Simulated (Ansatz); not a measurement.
Predict the output of the script below (Ansatz's Python interface).

`run_drho.py`:
```python
"""Density of MgCd3 less that of its sublattices."""

import ansatz as az
import numpy as np

vectors0 = np.array([
    [0.0, 3.540325, 3.540325],
    [3.540325, 0.0, 3.540325],
    [3.540325, 3.540325, 0.0],
])
sites = [
    ("Mg", (0.5, 0.5, 0.5)),
    ("Cd", (0.0, 0.0, 0.0)),
    ("Cd", (0.25, 0.25, 0.25)),
    ("Cd", (0.75, 0.75, 0.75)),
]


def on_lattice(cell):
    crystal = az.Crystal(lattice=az.Lattice.of(cell))
    for symbol, position in sites:
        crystal = crystal.atom(symbol, position)
    return crystal

# one cutoff and one grid for all runs, so that the fields can be subtracted
def solve(crystal):
    return (
        crystal.calculation()
        .occupations(az.OccupationsMethod.FERMI_DIRAC, width=0.15)
        .functional("PBEsol", dispersion="d4")
        .basis(460, grid_basis="typed")
        .kpoints(6, 6, 6)
        .density()
        .run(threads=1)
    )


whole = solve(on_lattice(vectors0))
difference = whole.density().channels[0].density_e_per_ang3.copy()
binding = whole.report["free_energy_ev"]
for element in ["Mg", "Cd"]:
    part = az.Crystal(lattice=az.Lattice.of(vectors0))
    for symbol, position in sites:
        if symbol == element:
            part = part.atom(symbol, position)
    alone = solve(part)
    difference -= alone.density().channels[0].density_e_per_ang3
    binding -= alone.report["free_energy_ev"]
    print(f"{element} sublattice: {alone.report['n_electrons']:g} electrons, {alone.report['n_iterations']} iterations")

voxel = abs(np.linalg.det(vectors0)) / difference.size
print(f"energy of the crystal less its unpolarised sublattices: {binding / len(sites):.4f} eV/atom")
print(f"net charge of the difference {difference.sum() * voxel:.5f} e, charge rearranged {0.5 * np.abs(difference).sum() * voxel:.3f} e")
print(f"extremes {difference.min():.4f} and {difference.max():.4f} e/A^3")
for (symbol, position) in sites:
    index = tuple(int(round(p * n)) % n for p, n in zip(position, difference.shape))
    print(f"  change of the pseudo-density at the grid point nearest {symbol}: {difference[index]:+.4f} e/A^3")
profile = difference.mean(axis=(0, 1))
print("planar mean along the third vector:", np.round(profile[:: max(len(profile) // 12, 1)], 4))
```

`python run_drho.py` gives:
```text
Mg sublattice: 10 electrons, 7 iterations
Cd sublattice: 60 electrons, 6 iterations
energy of the crystal less its unpolarised sublattices: -0.5596 eV/atom
net charge of the difference -0.00000 e, charge rearranged 0.296 e
extremes -0.0324 and 0.0209 e/A^3
  change of the pseudo-density at the grid point nearest Mg: -0.0137 e/A^3
  change of the pseudo-density at the grid point nearest Cd: -0.0140 e/A^3
  change of the pseudo-density at the grid point nearest Cd: -0.0324 e/A^3
  change of the pseudo-density at the grid point nearest Cd: -0.0324 e/A^3
planar mean along the third vector: [ 0.0008  0.0001 -0.0003 -0.0005 -0.0002  0.0002  0.0006  0.0002 -0.0002
 -0.0005 -0.0003  0.0001]
```

Caveats:
- Dispersion corrections can be off by several per cent in the lattices of metals, and by several GPa in the pressure at a fixed cell.
- Grid values close to the nuclei reflect the PAW or pseudopotential construction, not the all-electron fields.
- This cell is a computed structure, which may not be the phase found in nature.
- Charge moved counts every rearrangement, bonding and polarisation too, and is no transfer between atoms; the bare sublattices are artificial references. Values near the nuclei depend on the potentials.
- It ran for 5.7 s on 1 thread of Arm Neoverse V2, with other jobs on the host, peak memory 0.41 GiB.
